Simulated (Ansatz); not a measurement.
**InSi2H7 (SMILES [SiH3][SiH2][InH2]) at 6 levels**

Aim: a comparison of 6 runs (B3LYP/def2-SVP, PBE/def2-SVP, r2SCAN0/def2-SVP, revPBE/def2-SVP, wB97M-V/def2-SVP, BCCD(T)/def2-SVP) of InSi2H7. 

Program for the calculation: Ansatz 0.2.0.

54 further runs of the same task are left out: 54 set aside as unsound or not needed.

### Step 1. Starting point

InSi2H7: 10 atoms, total charge 0, spin state singlet. As SMILES, `[SiH3][SiH2][InH2]`. The In3–H9 distance was set to 2.246 Å, away from the relaxed value.

Bond lengths: Si1–Si2 2.339 Å, Si2–In3 2.571 Å, Si1–H4 1.488 Å, Si1–H5 1.489 Å, Si1–H6 1.489 Å, Si2–H7 1.491 Å, Si2–H8 1.492 Å, In3–H10 1.728 Å. Some angles: Si1–Si2–In3 110.2°, Si1–Si2–H7 108.2°, Si1–Si2–H8 107.8°, In3–Si2–H7 111.9°, In3–Si2–H8 111.1°, Si2–Si1–H4 112.1°, Si2–Si1–H5 109.8°, Si2–Si1–H6 109.8°, Si2–In3–H10 120.2°, H7–Si2–H8 107.6°.

### Step 2. A single-point energy at B3LYP/def2-SVP (core potential) (run 1)

The input, in.yaml:

```yaml
crystal:
  periodic: [false, false, false]
  atoms:
    - {symbol: Si, position_ang: [-1.413881, 0.761759, -1.337825]}
    - {symbol: Si, position_ang: [0.060119, -0.953241, -0.738625]}
    - {symbol: In, position_ang: [1.921819, -0.033241, 0.776875]}
    - {symbol: H, position_ang: [-2.504081, 0.278159, -2.227725]}
    - {symbol: H, position_ang: [-0.670681, 1.841559, -2.043725]}
    - {symbol: H, position_ang: [-2.028681, 1.349959, -0.115725]}
    - {symbol: H, position_ang: [-0.724281, -2.027441, -0.064425]}
    - {symbol: H, position_ang: [0.625719, -1.528441, -1.993525]}
    - {symbol: H, position_ang: [1.761400, -0.160900, 3.013900]}
    - {symbol: H, position_ang: [3.305819, 0.736959, 0.084875]}
basis:
  gaussian:
    orbitals: def2-SVP
hamiltonian:
  xc: {name: B3LYP}
accuracy: high
output:
  orbitals: {seedname: orbitals}
```

Started as:

```bash
$ ansatz run in.yaml --threads 1 --pin off --max-ram 3480MiB --events-out events.jsonl --progress --plain --runs-dir runs
```

The program printed:

```text
Warning: RAYON_NUM_THREADS=1 ignored (pool sized by the plan → 1); use --threads N
Functional definition: B3LYP
  name "B3LYP"
  parameter a0 = 0.2
  parameter ax = 0.72
  parameter ac = 0.81
  exchange = (1 - a0 - ax)*slater_x + ax*b88_x + a0*exact_x
  correlation = (1 - ac)*vwn_rpa_c + ac*lyp_c
2232 factors; integrals over basis functions are off by at most 8.0e-9 eV
mean field evaluation 1: about -21038.2592 eV, gradient 1.7e1 eV
mean field evaluation 2: about -21038.6471 eV, gradient 1.4e1 eV
mean field evaluation 4: about -21039.4318 eV, gradient 5.1e-1 eV
mean field evaluation 8: about -21039.5097 eV, gradient 5.4e-2 eV
mean field evaluation 16: about -21039.5097 eV, gradient 4.5e-6 eV
mean field -21039.50973008 eV, -773.1877214886 hartree, gradient 7.6e-8 eV, S^2 0.000000; 0 other end points of the search recorded, 0 dependent functions left out
reference -21039.50978169 eV, -773.1877233851 hartree; 28, 28 occupied and 69, 69 virtual orbitals, 2232 factors
Total energy: -21039.50978169 eV, -773.1877233851 hartree
```

Wall time 11 s (1 thread of Arm Neoverse V1, shared host); peak memory 0.38 GiB.

### Step 3. A single-point energy at PBE/def2-SVP (core potential) (run 2)

The input, run.yaml:

```yaml
crystal:
  periodic: [false, false, false]
  atoms:
    - symbol: Si
      position_ang: [-1.413881, 0.761759, -1.337825]
    - symbol: Si
      position_ang: [0.060119, -0.953241, -0.738625]
    - symbol: In
      position_ang: [1.921819, -0.033241, 0.776875]
    - symbol: H
      position_ang: [-2.504081, 0.278159, -2.227725]
    - symbol: H
      position_ang: [-0.670681, 1.841559, -2.043725]
    - symbol: H
      position_ang: [-2.028681, 1.349959, -0.115725]
    - symbol: H
      position_ang: [-0.724281, -2.027441, -0.064425]
    - symbol: H
      position_ang: [0.625719, -1.528441, -1.993525]
    - symbol: H
      position_ang: [1.761400, -0.160900, 3.013900]
    - symbol: H
      position_ang: [3.305819, 0.736959, 0.084875]
basis:
  gaussian: {orbitals: def2-SVP}
magnetization: {spin_polarized: false}
hamiltonian: {xc: {name: PBE}}
accuracy: high
output: {orbitals: {seedname: orbitals}}
```

Started as:

```bash
$ ansatz run run.yaml --threads 1 --pin off --max-ram 3480MiB --events-out events.jsonl --progress --plain --runs-dir runs
```

The program printed:

```text
Warning: RAYON_NUM_THREADS=1 ignored (pool sized by the plan → 1); use --threads N
Functional definition: PBE
  name "PBE"
  parameter kappa = 0.804
  parameter beta = 0.06672455060314922
  exchange = pbe_x(kappa = kappa, mu = beta*pi^2/3)
  correlation = pbe_c(beta = beta)
2232 factors; integrals over basis functions are off by at most 8.0e-9 eV
mean field evaluation 1: about -21025.7798 eV, gradient 2.2e1 eV
mean field evaluation 2: about -21025.3462 eV, gradient 2.4e1 eV
mean field evaluation 4: about -21027.7509 eV, gradient 1.8e0 eV
mean field evaluation 8: about -21027.7560 eV, gradient 4.1e-2 eV
mean field evaluation 16: about -21027.7560 eV, gradient 4.7e-6 eV
mean field -21027.75599282 eV, -772.7557796111 hartree, gradient 8.0e-9 eV, S^2 0.000000; 0 other end points of the search recorded, 0 dependent functions left out
reference -21027.75599778 eV, -772.7557797934 hartree; 28, 28 occupied and 69, 69 virtual orbitals, 2232 factors
Total energy: -21027.75599778 eV, -772.7557797934 hartree
```

Run time: 9.3 s. Hardware: 1 thread of Arm Neoverse V1, shared host; peak memory 0.28 GiB.

Runs 3 to 4 aren't shown in full; the table further down has their settings and results.

### Step 4. A single-point energy at wB97M-V/def2-SVP (core potential) (run 5)

The input, input.yaml:

```yaml
crystal:
  periodic: [false, false, false]
  atoms:
    - {symbol: Si, position_ang: [-1.413881, 0.761759, -1.337825]}
    - {symbol: Si, position_ang: [0.060119, -0.953241, -0.738625]}
    - {symbol: In, position_ang: [1.921819, -0.033241, 0.776875]}
    - {symbol: H, position_ang: [-2.504081, 0.278159, -2.227725]}
    - {symbol: H, position_ang: [-0.670681, 1.841559, -2.043725]}
    - {symbol: H, position_ang: [-2.028681, 1.349959, -0.115725]}
    - {symbol: H, position_ang: [-0.724281, -2.027441, -0.064425]}
    - {symbol: H, position_ang: [0.625719, -1.528441, -1.993525]}
    - {symbol: H, position_ang: [1.761400, -0.160900, 3.013900]}
    - {symbol: H, position_ang: [3.305819, 0.736959, 0.084875]}
basis:
  gaussian: {orbitals: def2-SVP}
hamiltonian: {xc: {name: wB97M-V}}
accuracy: high
output: {orbitals: {seedname: orbitals}}
```

Started as:

```bash
$ ansatz run input.yaml --threads 1 --pin off --max-ram 3480MiB --events-out events.jsonl --progress --plain --runs-dir runs
```

The program printed, cut to the lines that bear on the results:

```text
Warning: RAYON_NUM_THREADS=1 ignored (pool sized by the plan → 1); use --threads N
Functional definition: wB97M-V
  name "wB97M-V"
[...]
  gx(w, u) = 1 - cx + cx01*u + cx10*w
  gss(w, u) = css00 + css04*u^4 + css10*w + css20*w^2 + css43*w^4*u^3
  gos(w, u) = cos00 + cos10*w + (cos20 + cos21*u)*w^2 + (cos60 + cos61*u)*w^6
[...]
      + integral(e_c_pw_mod_opposite_spin*gos(b97_w_opposite, b97_u_opposite)) + vv10(b, c)
2232 factors; integrals over basis functions are off by at most 8.0e-9 eV
491 factors; integrals over basis functions are off by at most 2.2e-9 eV
[...]
mean field -21032.83031448 eV, -772.9422574927 hartree, gradient 7.1e-8 eV, S^2 0.000000; 0 other end points of the search recorded, 0 dependent functions left out
reference -21032.83032089 eV, -772.9422577283 hartree; 28, 28 occupied and 69, 69 virtual orbitals, 2232 factors
Total energy: -21032.83032089 eV, -772.9422577283 hartree
```

Wall time 2.1 min (1 thread of Arm Neoverse V1, shared host); peak memory 0.76 GiB.

### Step 5. A single-point energy at BCCD(T)/def2-SVP (core potential) (run 6)

The input, molecule.yaml:

```yaml
crystal:
  periodic: [false, false, false]
  atoms:
    - {symbol: Si, position_ang: [-1.413881, 0.761759, -1.337825]}
    - {symbol: Si, position_ang: [0.060119, -0.953241, -0.738625]}
    - {symbol: In, position_ang: [1.921819, -0.033241, 0.776875]}
    - {symbol: H, position_ang: [-2.504081, 0.278159, -2.227725]}
    - {symbol: H, position_ang: [-0.670681, 1.841559, -2.043725]}
    - {symbol: H, position_ang: [-2.028681, 1.349959, -0.115725]}
    - {symbol: H, position_ang: [-0.724281, -2.027441, -0.064425]}
    - {symbol: H, position_ang: [0.625719, -1.528441, -1.993525]}
    - {symbol: H, position_ang: [1.761400, -0.160900, 3.013900]}
    - {symbol: H, position_ang: [3.305819, 0.736959, 0.084875]}
basis:
  gaussian:
    orbitals: def2-SVP
total_charge: 0
correlation:
  method: bccd_t
  frozen_orbitals: {H: 0, In: 4, Si: 5}
accuracy: high
scf:
  omitted_lower_state_checks: [cluster_reference, increment]
```

Started as:

```bash
$ ansatz run molecule.yaml --threads 1 --pin off --max-ram 3480MiB --events-out events.jsonl --progress --plain --runs-dir runs
```

The program printed:

```text
Warning: RAYON_NUM_THREADS=1 ignored (pool sized by the plan → 1); use --threads N
[... 11 lines left out ...]
14 core orbitals not correlated: weight in the atoms' cores, before any rotation towards them, 1.000 or more for the frozen orbitals, at most 0.000 for the correlated occupied ones
[... 25 lines left out ...]
Total energy: -20987.35694071 eV, -771.2711418298 hartree
Checks for a lower state left out: cluster_reference, increment
```

It took 37 s on 1 thread of Arm Neoverse V1, shared host; peak memory 0.83 GiB.

### Step 6. All runs side by side

| run | level | frozen core orbitals | energy (Eh) | HOMO energy (eV) | LUMO energy (eV) | HOMO–LUMO gap (eV) | wall time |
| --- | --- | --- | --- | --- | --- | --- | --- |
| 1 | B3LYP/def2-SVP (core potential) | – | -773.187723 | -6.90 | -2.51 | 4.40 | 11 s |
| 2 | PBE/def2-SVP (core potential) | – | -772.755780 | -6.11 | -2.97 | 3.15 | 9.3 s |
| 3 | r2SCAN0/def2-SVP (core potential) | – | -773.044588 | -7.28 | -2.19 | 5.09 | 21 s |
| 4 | revPBE/def2-SVP (core potential) | – | -773.004067 | -6.08 | -2.87 | 3.21 | 8.7 s |
| 5 | wB97M-V/def2-SVP (core potential) | – | -772.942258 | -9.01 | -0.69 | 8.32 | 2.1 min |
| 6 | BCCD(T)/def2-SVP (core potential) | 14 | -771.271142 | – | – | – | 37 s |

### Step 7. What came out

| quantity | value |
| --- | --- |
| run 6: total energy | -771.27114 Eh |
| run 6: correlation energy (14 core orbitals frozen) | -374.0 mEh |
| run 6: (T) correction | -11.25 mEh |

Over runs 1, 2, 3, 4, 5 the HOMO–LUMO gap runs from 3.15 eV (PBE/def2-SVP) to 8.32 eV (wB97M-V/def2-SVP). Totals of different functionals can't be ranked against each other. All runs together took 3.5 min, the longest 2.1 min.
